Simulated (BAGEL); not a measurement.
# SiNH3Cl2 (SMILES N[SiH](Cl)Cl) at HF/3-21G (density fitting with qzvpp-jkfit)

Aim: the vertical ionisation energy of SiNH3Cl2 at HF/3-21G (density fitting with qzvpp-jkfit), from 2 runs. 

The results are computed with BAGEL 1.2.2.

6 further runs of the same task are left out: 6 that didn't finish.

## 1. Starting point

SiNH3Cl2 has 7 atoms, charge 0, and is taken as a singlet. As SMILES, `N[SiH](Cl)Cl`. Geometry: relaxed at PBE0-D4/def2-TZVP. This is one conformer, not always the lowest.

Bond lengths: N1–Si2 1.692 Å, Si2–Cl3 2.041 Å, Si2–Cl4 2.056 Å, N1–H5 1.007 Å, N1–H6 1.008 Å, Si2–H7 1.472 Å. Angles: N1–Si2–Cl3 107.5°, N1–Si2–Cl4 115.1°, Cl3–Si2–Cl4 107.0°, N1–Si2–H7 110.1°, Cl3–Si2–H7 110.9°, Cl4–Si2–H7 106.3°, Si2–N1–H5 120.6°, Si2–N1–H6 120.1°, H5–N1–H6 111.9°.

## 2. A single-point energy at HF/3-21G (density fitting with qzvpp-jkfit)

File job.json:

```json
{ "bagel" : [

{
  "title" : "molecule",
  "basis" : "3-21g",
  "df_basis" : "qzvpp-jkfit",
  "angstrom" : true,
  "geometry" : [
    { "atom" : "N", "xyz" : [      -0.051800,       1.099600,      -0.066300 ] },
    { "atom" : "Si", "xyz" : [       0.221700,      -0.569500,      -0.034800 ] },
    { "atom" : "Cl", "xyz" : [       0.681000,      -1.079600,       1.887200 ] },
    { "atom" : "Cl", "xyz" : [      -1.383000,      -1.725700,      -0.595200 ] },
    { "atom" : "H", "xyz" : [      -0.591000,       1.544900,       0.658900 ] },
    { "atom" : "H", "xyz" : [      -0.138200,       1.580900,      -0.947500 ] },
    { "atom" : "H", "xyz" : [       1.322600,      -0.918600,      -0.947800 ] }
  ]
},

{ "title" : "hf" },

{ "title" : "print", "file" : "orbitals.molden", "orbitals" : true }

]}
```

Launch:

```console
$ BAGEL_NUM_THREADS=1 BAGEL job.json > job.out
```

Output:

```text
* using 1 threads per process

  ===============================================================
  ===============================================================

  *** Geometry ***

  { "atom" : "N", "xyz" : [     -0.097888,      2.077943,     -0.125289 ] },
  { "atom" : "Si", "xyz" : [      0.418952,     -1.076199,     -0.065762 ] },
  { "atom" : "Cl", "xyz" : [      1.286903,     -2.040148,      3.566291 ] },
  { "atom" : "Cl", "xyz" : [     -2.613491,     -3.261100,     -1.124765 ] },
  { "atom" : "H", "xyz" : [     -1.116828,      2.919438,      1.245141 ] },
  { "atom" : "H", "xyz" : [     -0.261160,      2.987468,     -1.790516 ] },
  { "atom" : "H", "xyz" : [      2.499352,     -1.735902,     -1.791082 ] },

  Number of auxiliary basis functions:      515

  Since a DF basis is specified, we compute 2- and 3-index integrals:
    o Being stored without compression. Storage requirement is 0.012 GB

  Number of basis functions:       54
  Number of electrons      :       58

    * METHOD: MOLECULE                             0.20

  *** RHF ***

  === Nuclear Repulsion ===
   277.9557994470

      * DIIS with orbital gradients will be used.

  === RHF iteration (3-21g) ===
      0      -1257.87943394          0.01938089           0.06
      1      -1257.97146364          0.00913957           0.06
      2      -1257.99053934          0.00107866           0.06
      3      -1257.99096527          0.00025503           0.06
      4      -1257.99100918          0.00004716           0.06
      5      -1257.99101191          0.00001194           0.06
      6      -1257.99101207          0.00000303           0.06
      7      -1257.99101207          0.00000061           0.06
      8      -1257.99101207          0.00000025           0.06
      9      -1257.99101207          0.00000007           0.06
     10      -1257.99101207          0.00000002           0.06
     11      -1257.99101207          0.00000001           0.06
    * SCF iteration converged.

    * Permanent dipole moment:
           (   -0.107084,    -1.250376,     0.741076) a.u.

    * METHOD: HF                                   0.86

    * METHOD: PRINT                                0.01

  ===============================================================
```

Run time: 1.2 s. Hardware: 1 thread of Arm Neoverse V2, shared host; peak memory 0.092 GiB.

## 3. The doublet cation, same level

File input.json:

```json
{ "bagel": [

{
  "title": "molecule",
  "basis": "3-21g",
  "df_basis": "qzvpp-jkfit",
  "angstrom": true,
  "geometry": [
    { "atom": "N", "xyz": [      -0.051800,       1.099600,      -0.066300 ] },
    { "atom": "Si", "xyz": [       0.221700,      -0.569500,      -0.034800 ] },
    { "atom": "Cl", "xyz": [       0.681000,      -1.079600,       1.887200 ] },
    { "atom": "Cl", "xyz": [      -1.383000,      -1.725700,      -0.595200 ] },
    { "atom": "H", "xyz": [      -0.591000,       1.544900,       0.658900 ] },
    { "atom": "H", "xyz": [      -0.138200,       1.580900,      -0.947500 ] },
    { "atom": "H", "xyz": [       1.322600,      -0.918600,      -0.947800 ] }
  ]
},

{ "title": "uhf", "charge": 1, "nopen": 1 },

{ "title": "print", "file": "orbitals.molden", "orbitals": true }

]}
```

Launch:

```console
$ BAGEL_NUM_THREADS=1 BAGEL input.json > input.out
```

Output:

```text
* using 1 threads per process

  ===============================================================
  ===============================================================

  *** Geometry ***

  { "atom" : "N", "xyz" : [     -0.097888,      2.077943,     -0.125289 ] },
  { "atom" : "Si", "xyz" : [      0.418952,     -1.076199,     -0.065762 ] },
  { "atom" : "Cl", "xyz" : [      1.286903,     -2.040148,      3.566291 ] },
  { "atom" : "Cl", "xyz" : [     -2.613491,     -3.261100,     -1.124765 ] },
  { "atom" : "H", "xyz" : [     -1.116828,      2.919438,      1.245141 ] },
  { "atom" : "H", "xyz" : [     -0.261160,      2.987468,     -1.790516 ] },
  { "atom" : "H", "xyz" : [      2.499352,     -1.735902,     -1.791082 ] },

  Number of auxiliary basis functions:      515

  Since a DF basis is specified, we compute 2- and 3-index integrals:
    o Being stored without compression. Storage requirement is 0.012 GB

  Number of basis functions:       54
  Number of electrons      :       58

    * METHOD: MOLECULE                             0.20

  *** Open-shell HF ***

  === Nuclear Repulsion ===
   277.9557994470

      * DIIS with orbital gradients will be used.

  === UHF iteration (3-21g) ===
      0      -1257.45702426          0.02934964           0.12
      1      -1257.57719483          0.01510436           0.12
      2      -1257.60671790          0.00632526           0.12
      3      -1257.61822125          0.00390896           0.12
      4      -1257.62814339          0.00188349           0.12
      5      -1257.63072746          0.00106673           0.12
      6      -1257.63128197          0.00076329           0.12
      7      -1257.63158289          0.00035895           0.12
      8      -1257.63161152          0.00021606           0.12
      9      -1257.63162177          0.00003731           0.12
     10      -1257.63162285          0.00001568           0.12
     11      -1257.63162313          0.00000679           0.12
     12      -1257.63162321          0.00000308           0.12
     13      -1257.63162323          0.00000147           0.12
     14      -1257.63162324          0.00000053           0.12
     15      -1257.63162324          0.00000024           0.12
     16      -1257.63162324          0.00000012           0.12
     17      -1257.63162324          0.00000003           0.12
     18      -1257.63162324          0.00000001           0.12
     19      -1257.63162324          0.00000001           0.12
    * SCF iteration converged.

    * S^2 (UHF) is 0.7606

    * Permanent dipole moment:
           (   -0.207760,    -3.536972,     1.356141) a.u.

    * METHOD: UHF                                  2.47

    * METHOD: PRINT                                0.01

  ===============================================================
```

Wall time 2.8 s (1 thread of Arm Neoverse V2, shared host); peak memory 0.092 GiB.

## 4. Summary of results

At HF/3-21G (density fitting with qzvpp-jkfit):

```
                                          quantity           value
                    singlet SiNH3Cl2: total energy  -1257.99101 Eh
                   singlet SiNH3Cl2: dipole moment          3.70 D
                     singlet SiNH3Cl2: HOMO energy       -11.96 eV
                     singlet SiNH3Cl2: LUMO energy         3.85 eV
                   singlet SiNH3Cl2: HOMO–LUMO gap        15.81 eV
                      doublet cation: total energy  -1257.63162 Eh
                              doublet cation: ⟨S²⟩           0.761
vertical ionisation energy (to the doublet cation)        9.779 eV
```

In words: The vertical ionisation energy comes to 9.78 eV (226 kcal/mol). The negative HOMO energy of the first species, 11.96 eV, lies 2.18 eV above that difference.
